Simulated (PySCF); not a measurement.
# C₄H₁₂Si: NMR shieldings, part 2 of 2

PySCF 2.14.0. Atoms count from 0. The steps go on from the part before.

## (6) NMR shieldings: PBE0/pcSseg-1 in dichloromethane, spin–orbit

What the job is given:

```
{"job": {"xc": "PBE0", "basis": {"default": "pcSseg-1"}, "rel": "so", "solvent": "dichloromethane", "kind": "hnmr"}, "charge": 0, "multiplicity": 1}
C     -0.406572    -1.213421    -1.419378
Si    -0.001168    -0.000673    -0.001754
C      0.008130     1.785545    -0.675355
C     -1.319794    -0.154927     1.370252
C      1.716091    -0.415535     0.721562
H     -1.379676    -1.003559    -1.853159
H     -0.418731    -2.241638    -1.070248
H      0.327027    -1.147965    -2.217335
H      0.242457     2.501867     0.106393
H     -0.958122     2.057909    -1.089187
H      0.746490     1.907664    -1.462097
H     -2.312057     0.075313     0.994143
H     -1.350945    -1.160472     1.779082
H     -1.116988     0.525824     2.191677
H      1.746276    -1.426357     1.117085
H      2.493128    -0.336762    -0.032799
H      1.977455     0.259220     1.531210
```

With the program's defaults for keys left out, this is: PBE0/pcSseg-1 GIAO NMR shielding, X2C with spin-orbit coupling, screened-nuclear two-electron part, Gaussian nuclei, IEF-PCM dichloromethane.

What it wrote:

```text
spin-free SCF
coarse grid: 13408 points
cycle   1  E = -449.3311571604  dE =  9.339e-03  |g| = 5.696e-01  |ddm| = 3.411e+00
cycle   2  E = -449.3203971487  dE =  1.076e-02  |g| = 6.046e-01  |ddm| = 8.972e-01
cycle   3  E = -449.4152679732  dE = -9.487e-02  |g| = 6.719e-03  |ddm| = 4.746e-01
cycle   4  E = -449.4152817019  dE = -1.373e-05  |g| = 3.163e-03  |ddm| = 1.632e-02
cycle   5  E = -449.4152846935  dE = -2.992e-06  |g| = 5.453e-04  |ddm| = 4.778e-03
final grid: 121224 points
cycle   6  E = -449.4443431134  dE = -2.631e-05  |g| = 8.542e-03  |ddm| = 2.045e-02
cycle   7  E = -449.4443402121  dE =  2.901e-06  |g| = 9.243e-03  |ddm| = 1.372e-02
cycle   8  E = -449.4443617697  dE = -2.156e-05  |g| = 2.218e-04  |ddm| = 6.840e-03
cycle   9  E = -449.4443617733  dE = -3.654e-09  |g| = 5.042e-05  |ddm| = 1.700e-04
converged SCF energy = -449.4443617733
two-component SCF
cycle   1  E = -449.4442369500  dE = -4.494e+02  |FDS-SDF| = 6.630e-02
cycle   2  E = -449.4444051461  dE = -1.682e-04  |FDS-SDF| = 3.568e-03
cycle   3  E = -449.4444060297  dE = -8.836e-07  |FDS-SDF| = 1.151e-04
cycle   4  E = -449.4444060375  dE = -7.752e-09  |FDS-SDF| = 2.944e-05
converged, E = -449.4444060375

Field gradients (au) and densities at the nuclei (bohr^-3)
atom        Vxx        Vyy        Vzz        centre      nuclear mean
  0 C      0.0348     0.0350    -0.0698        114.465        114.465
  1 Si    -0.0000    -0.0013     0.0013       1576.059       1576.040
  2 C      0.0351     0.0351    -0.0703        114.465        114.465
  3 C      0.0349     0.0352    -0.0701        114.465        114.465
  4 C      0.0351     0.0352    -0.0703        114.466        114.465
  5 H     -0.1607    -0.1664     0.3271          0.379          0.379
  6 H     -0.1607    -0.1663     0.3270          0.379          0.379
  7 H     -0.1607    -0.1664     0.3271          0.379          0.379
  8 H     -0.1607    -0.1664     0.3271          0.379          0.379
  9 H     -0.1608    -0.1664     0.3272          0.379          0.379
 10 H     -0.1608    -0.1664     0.3272          0.379          0.379
 11 H     -0.1608    -0.1664     0.3272          0.379          0.379
 12 H     -0.1607    -0.1664     0.3271          0.379          0.379
 13 H     -0.1607    -0.1663     0.3270          0.379          0.379
 14 H     -0.1608    -0.1664     0.3272          0.379          0.379
 15 H     -0.1608    -0.1664     0.3272          0.379          0.379
 16 H     -0.1607    -0.1664     0.3271          0.379          0.379

Core orbital energies (eV)
atom   shell        mean    spread
  1 Si 1s        -1806.669   0.000
  1 Si 2s         -145.060   0.000
  1 Si 3s          -18.382   0.000
  1 Si 2p1/2       -99.563   0.000
  1 Si 2p3/2       -98.922   0.000

Shielding tensors (ppm)
atom      isotropic    diamagn.    paramagn.     s11        s22        s33       span
  0 C       187.91      255.08      -67.16     184.73     184.81     194.20       9.47
  1 Si      337.96      866.56     -528.60     337.64     337.94     338.30       0.66
  2 C       187.87      255.09      -67.21     184.67     184.77     194.19       9.52
  3 C       187.88      255.07      -67.19     184.69     184.74     194.21       9.51
  4 C       187.88      255.08      -67.20     184.66     184.77     194.21       9.55
  5 H        31.68       31.66        0.02      27.37      29.08      38.59      11.22
  6 H        31.68       31.66        0.02      27.37      29.07      38.59      11.23
  7 H        31.68       31.67        0.01      27.37      29.08      38.58      11.21
  8 H        31.68       31.68       -0.00      27.38      29.08      38.59      11.21
  9 H        31.68       31.67        0.01      27.38      29.07      38.59      11.21
 10 H        31.68       31.68        0.00      27.38      29.08      38.59      11.21
 11 H        31.68       31.67        0.01      27.38      29.07      38.60      11.22
 12 H        31.68       31.67        0.01      27.38      29.07      38.59      11.22
 13 H        31.68       31.68        0.00      27.38      29.09      38.58      11.19
 14 H        31.68       31.68        0.00      27.38      29.07      38.59      11.21
 15 H        31.68       31.68        0.01      27.38      29.08      38.59      11.22
 16 H        31.68       31.69       -0.00      27.38      29.09      38.58      11.20
```

Run time: 39 s. Hardware: 1 thread of Arm Neoverse V2, shared host; peak memory 1.3 GiB.

Key values:

```csv
quantity,value
energy from spin-orbit coupling,0.0000 Eh
```

## (7) NMR shieldings: PBE0/pcSseg-1 in dichloromethane, spin-free

Settings changed since step 6:

```diff
@@ -1,2 +1,2 @@
-{"job": {"xc": "PBE0", "basis": {"default": "pcSseg-1"}, "rel": "so", "solvent": "dichloromethane", "kind": "hnmr"}, "charge": 0, "multiplicity": 1}
+{"job": {"xc": "PBE0", "basis": {"default": "pcSseg-1"}, "rel": "sf", "solvent": "dichloromethane", "kind": "hnmr"}, "charge": 0, "multiplicity": 1}
 C     -0.406572    -1.213421    -1.419378
```

With the program's defaults for keys left out, this is: PBE0/pcSseg-1 GIAO NMR shielding, spin-free X2C, Gaussian nuclei, IEF-PCM dichloromethane.

What it wrote:

```text
spin-free SCF
coarse grid: 13408 points
cycle   1  E = -449.3311571604  dE =  9.339e-03  |g| = 5.696e-01  |ddm| = 3.411e+00
cycle   2  E = -449.3203971487  dE =  1.076e-02  |g| = 6.046e-01  |ddm| = 8.972e-01
cycle   3  E = -449.4152679732  dE = -9.487e-02  |g| = 6.719e-03  |ddm| = 4.746e-01
cycle   4  E = -449.4152817019  dE = -1.373e-05  |g| = 3.163e-03  |ddm| = 1.632e-02
cycle   5  E = -449.4152846935  dE = -2.992e-06  |g| = 5.453e-04  |ddm| = 4.778e-03
final grid: 121224 points
cycle   6  E = -449.4443431134  dE = -2.631e-05  |g| = 8.542e-03  |ddm| = 2.045e-02
cycle   7  E = -449.4443402121  dE =  2.901e-06  |g| = 9.243e-03  |ddm| = 1.372e-02
cycle   8  E = -449.4443617697  dE = -2.156e-05  |g| = 2.218e-04  |ddm| = 6.840e-03
cycle   9  E = -449.4443617733  dE = -3.654e-09  |g| = 5.042e-05  |ddm| = 1.700e-04
converged SCF energy = -449.4443617733
check of the scalar solution
cycle   1  E = -449.4443617733  dE = -4.494e+02  |FDS-SDF| = 5.042e-05
cycle   2  E = -449.4443617736  dE = -2.441e-10  |FDS-SDF| = 3.501e-05
converged, E = -449.4443617736

Field gradients (au) and densities at the nuclei (bohr^-3)
atom        Vxx        Vyy        Vzz        centre      nuclear mean
  0 C      0.0348     0.0350    -0.0698        114.465        114.465
  1 Si    -0.0000    -0.0013     0.0013       1576.063       1576.043
  2 C      0.0351     0.0351    -0.0703        114.465        114.465
  3 C      0.0349     0.0352    -0.0701        114.465        114.465
  4 C      0.0351     0.0351    -0.0703        114.466        114.465
  5 H     -0.1607    -0.1664     0.3271          0.379          0.379
  6 H     -0.1607    -0.1663     0.3270          0.379          0.379
  7 H     -0.1607    -0.1664     0.3271          0.379          0.379
  8 H     -0.1607    -0.1664     0.3271          0.379          0.379
  9 H     -0.1608    -0.1664     0.3272          0.379          0.379
 10 H     -0.1608    -0.1664     0.3272          0.379          0.379
 11 H     -0.1608    -0.1664     0.3272          0.379          0.379
 12 H     -0.1607    -0.1664     0.3271          0.379          0.379
 13 H     -0.1607    -0.1663     0.3270          0.379          0.379
 14 H     -0.1608    -0.1664     0.3272          0.379          0.379
 15 H     -0.1608    -0.1664     0.3272          0.379          0.379
 16 H     -0.1607    -0.1664     0.3271          0.379          0.379

Core orbital energies (eV)
atom   shell        mean    spread
  1 Si 1s        -1806.669   0.000
  1 Si 2s         -145.059   0.000
  1 Si 3s          -18.382   0.000
  1 Si 2p          -99.135   0.000

Shielding tensors (ppm)
atom      isotropic    diamagn.    paramagn.     s11        s22        s33       span
  0 C       187.37      254.81      -67.44     184.13     184.21     193.76       9.63
  1 Si      346.82      876.68     -529.86     346.50     346.80     347.16       0.66
  2 C       187.33      254.82      -67.49     184.07     184.18     193.75       9.68
  3 C       187.34      254.81      -67.47     184.10     184.14     193.77       9.67
  4 C       187.34      254.82      -67.48     184.06     184.18     193.77       9.71
  5 H        31.68       31.66        0.01      27.37      29.07      38.59      11.22
  6 H        31.67       31.66        0.01      27.37      29.06      38.60      11.23
  7 H        31.68       31.67        0.01      27.37      29.07      38.59      11.21
  8 H        31.68       31.68       -0.00      27.38      29.07      38.59      11.21
  9 H        31.68       31.67        0.00      27.38      29.06      38.59      11.21
 10 H        31.68       31.68        0.00      27.38      29.07      38.59      11.21
 11 H        31.68       31.67        0.01      27.38      29.06      38.60      11.23
 12 H        31.68       31.67        0.01      27.38      29.06      38.60      11.22
 13 H        31.68       31.68       -0.00      27.38      29.08      38.58      11.20
 14 H        31.68       31.68        0.00      27.38      29.06      38.60      11.21
 15 H        31.68       31.68        0.00      27.38      29.07      38.60      11.22
 16 H        31.68       31.69       -0.00      27.38      29.08      38.59      11.21
```

Wall time 18 s (1 thread of Arm Neoverse V2, shared host); peak memory 1.1 GiB.

## (8) Shieldings side by side

```csv
run,Si1,C4,C0,C2,C3,H7,H11,time
"step 2, PBE0/pcSseg-1, spin–orbit",338.2,187.1,187.1,187.1,187.1,31.7,31.7,38 s
"step 3, PBE0/pcSseg-1, spin-free",347.0,186.5,186.6,186.5,186.5,31.7,31.7,17 s
"step 4, PBE0/pcSseg-1 in water, spin–orbit",337.9,188.0,188.1,188.0,188.0,31.7,31.7,39 s
"step 5, PBE0/pcSseg-1 in water, spin-free",346.8,187.5,187.5,187.5,187.5,31.7,31.7,18 s
"step 6, PBE0/pcSseg-1 in dichloromethane, spin–orbit",338.0,187.9,187.9,187.9,187.9,31.7,31.7,39 s
"step 7, PBE0/pcSseg-1 in dichloromethane, spin-free",346.8,187.3,187.4,187.3,187.3,31.7,31.7,18 s
```

## (9) What came out

The summary covers parts 1 to 2.

| quantity | value |
| --- | --- |
| energy from spin-orbit coupling (step 2, PBE0/pcSseg-1, spin–orbit) | 0.0000 Eh |
| shieldings (step 2, PBE0/pcSseg-1, spin–orbit) | C0 187.1, Si1 338.2, C2 187.1, C3 187.1, C4 187.1 ppm |
| shieldings (step 3, PBE0/pcSseg-1, spin-free) | C0 186.6, Si1 347.0, C2 186.5, C3 186.5, C4 186.5 ppm |
| energy from spin-orbit coupling (step 4, PBE0/pcSseg-1 in water, spin–orbit) | 0.0000 Eh |
| shieldings (step 4, PBE0/pcSseg-1 in water, spin–orbit) | C0 188.1, Si1 337.9, C2 188.0, C3 188.0, C4 188.0 ppm |
| shieldings (step 5, PBE0/pcSseg-1 in water, spin-free) | C0 187.5, Si1 346.8, C2 187.5, C3 187.5, C4 187.5 ppm |
| energy from spin-orbit coupling (step 6, PBE0/pcSseg-1 in dichloromethane, spin–orbit) | 0.0000 Eh |
| shieldings (step 6, PBE0/pcSseg-1 in dichloromethane, spin–orbit) | C0 187.9, Si1 338.0, C2 187.9, C3 187.9, C4 187.9 ppm |
| shieldings (step 7, PBE0/pcSseg-1 in dichloromethane, spin-free) | C0 187.4, Si1 346.8, C2 187.3, C3 187.3, C4 187.3 ppm |

Si1 moves most between the runs, by 9 ppm; the labels say what changes from run to run.
